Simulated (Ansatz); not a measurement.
# CH₇BGeS: one species, many methods

An exercise on one series of results from a longer session: the logs are not shown, and one member is left open.

The runs use Ansatz 0.2.0, Gaussian basis; functionals in def2-TZVPP, the program's frozen cores in correlated methods.

The runs, in order: PBE-D4, r2SCAN-D4, PBE0-D4, B3LYP-D4, ωB97X-V, ωB97M-V, B2PLYP; CCSD(T)/def2-TZVPP; MP2/def2-QZVPP; extrapolation to the limit.

## Structure used throughout

All runs share one geometry, relaxed beforehand with PBE0-D4 in a triple-zeta def2 set.

SMILES `CB[S][GeH3]`, 11 atoms, charge 0, spin multiplicity 1.

Atoms are counted from 1 here; the program's logs count them from 0.

Bond lengths: C1–B2 1.558 Å, C1–H5 1.096 Å, C1–H6 1.091 Å, C1–H7 1.097 Å, B2–S3 1.787 Å, B2–H8 1.200 Å, S3–Ge4 2.235 Å, Ge4–H9 1.534 Å, Ge4–H10 1.534 Å, Ge4–H11 1.535 Å. Angles: B2–C1–H5 109.5°, B2–C1–H6 115.0°, B2–C1–H7 109.4°, H5–C1–H6 108.6°, H5–C1–H7 105.2°, H6–C1–H7 108.6°, C1–B2–S3 120.3°, C1–B2–H8 120.7°, S3–B2–H8 119.0°, B2–S3–Ge4 100.6°, S3–Ge4–H9 109.3°, S3–Ge4–H10 109.3°, S3–Ge4–H11 106.5°, H9–Ge4–H10 110.6°, H9–Ge4–H11 110.5°, H10–Ge4–H11 110.6°.

The first run:

in.yaml

```yaml
crystal:
  periodic: [false, false, false]
  atoms:
    - {symbol: C, position_ang: [-0.535152, 2.084549, -0.656459]}
    - {symbol: B, position_ang: [-0.227945, 0.583035, -0.376569]}
    - {symbol: S, position_ang: [0.495113, 0.086369, 1.180378]}
    - {symbol: Ge, position_ang: [0.644550, -2.122855, 0.879822]}
    - {symbol: H, position_ang: [-0.013863, 2.401940, -1.567359]}
    - {symbol: H, position_ang: [-0.271335, 2.768025, 0.152049]}
    - {symbol: H, position_ang: [-1.602302, 2.202769, -0.879459]}
    - {symbol: H, position_ang: [-0.472700, -0.255395, -1.198733]}
    - {symbol: H, position_ang: [1.561943, -2.409991, -0.316021]}
    - {symbol: H, position_ang: [-0.757134, -2.695795, 0.633175]}
    - {symbol: H, position_ang: [1.244227, -2.699749, 2.169676]}
basis:
  gaussian: {orbitals: def2-TZVPP}
hamiltonian: {xc: pbe, dispersion: d4}
output: {forces: true, orbitals: {seedname: orbitals}}
```

Started as:

```bash
> ansatz run in.yaml --threads 4 --pin off --events-out ev --progress --plain --max-ram 10444MiB
```

Among the steps run: PBE-D4 (GGA); r2SCAN-D4 (meta-GGA); PBE0-D4 (hybrid); B3LYP-D4 (hybrid); ωB97X-V (range-separated); ωB97M-V (range-separated); B2PLYP (double hybrid); CCSD(T) in def2-TZVPP; MP2 in def2-QZVPP.

One table of the session follows, with a row left open; its other results are not shown here.

| method | atomisation energy (kJ/mol) |
| --- | --- |
| PBE-D4 | 3692.6 |
| r2SCAN-D4 | 3691.1 |
| PBE0-D4 | 3667.8 |
| B3LYP-D4 | 3661.4 |
| ωB97X-V | 3684.4 |
| ωB97M-V | 3671.2 |
| B2PLYP | 3622.7 |
| HF/def2-TZVPP | 2788.3 |
| MP2/def2-TZVPP | 3603.6 |
| CCSD/def2-TZVPP | 3547.0 |
| CCSD(T)/def2-TZVPP | 3591.0 |
| MP2/CBS | ? |
| CCSD(T)/CBS | 3661.9 |

Estimate the missing values for MP2/CBS.

**Answer.** atomisation energy (kJ/mol): 3674.5. In the column «atomisation energy (kJ/mol)» it lies between ωB97M-V (3671.2) and ωB97X-V (3684.4).

To keep in mind: Free atoms (1 C, 1 B, 1 S, 1 Ge, 7 H) were run apart at each level; the atomisation energy is their sum less the molecule, without zero-point or spin-orbit terms.
